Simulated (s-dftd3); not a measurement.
# C2H11BSi2 (SMILES C[SiH2]BC[SiH3]): D3 with the damping for revdodblyp (atm yes, dispersion damping bj)

Aim: the dispersion correction of C2H11BSi2. 

Program for the calculation: s-dftd3 1.4.0.

### 1 Starting point

C2H11BSi2: 16 atoms, total charge 0, spin state singlet. SMILES: `C[SiH2]BC[SiH3]`. One bond was lengthened or shortened from a relaxed shape.

Bond lengths: C1–Si2 1.823 Å, Si2–B3 2.239 Å, B3–C4 1.546 Å, C4–Si5 1.847 Å, C1–H6 1.127 Å, C1–H7 1.071 Å, C1–H8 1.154 Å, Si2–H9 1.446 Å, Si2–H10 1.495 Å, B3–H11 1.176 Å, C4–H12 1.159 Å, C4–H13 1.093 Å, Si5–H14 1.455 Å, Si5–H15 1.468 Å, Si5–H16 1.462 Å. Some angles: C1–Si2–B3 110.0°, Si2–B3–C4 124.2°, B3–C4–Si5 113.2°, C1–Si2–H9 109.4°, C1–Si2–H10 109.5°, B3–Si2–H9 110.2°, B3–Si2–H10 109.8°, Si2–C1–H6 111.0°, Si2–C1–H7 112.3°, Si2–C1–H8 107.3°.

### 2 The dispersion correction at D3 with the damping for revdodblyp (atm yes, dispersion damping bj)

coord

```
$coord
     -2.525282594312      -4.270221682721      -0.729487196437  c
      0.712952092847      -3.467654997593       0.130338190268  si
      1.777098447598       0.258703506461      -1.567905765602  b
      0.380590841500       2.768259799964      -1.029144847471  c
      0.550666192716       3.742035671984       2.318316009691  si
     -2.789655279147      -4.219199077356      -2.842578948994  h
     -3.113554336908      -6.037682527084       0.060229351044  h
     -3.806516906808      -2.662631668502      -0.002698528906  h
      2.401044439975      -5.424844344868      -0.757077197857  h
      0.935750802940      -3.336319031931       2.943573471998  h
      3.511678057392       0.317096043712      -2.956854467202  h
     -1.741004678618       2.414503069434      -1.439971306965  h
      0.863226893729       4.340889880878      -2.278631761074  h
      3.178708314233       4.181963913797       2.996160770594  h
     -0.858502578417       6.093988806693       2.740291853320  h
     -0.491517765015       1.857411807895       4.048927194623  h
$end
```

On the command line:

```sh
s-dftd3 coord --bj revdodblyp --atm --property --json
```

Q: Predict the results. Wanted: dispersion energy.

Computed results:

Level: D3 with the damping for revdodblyp (atm yes, dispersion damping bj).

| quantity | value |
| --- | --- |
| dispersion energy | -48.40 kJ/mol |
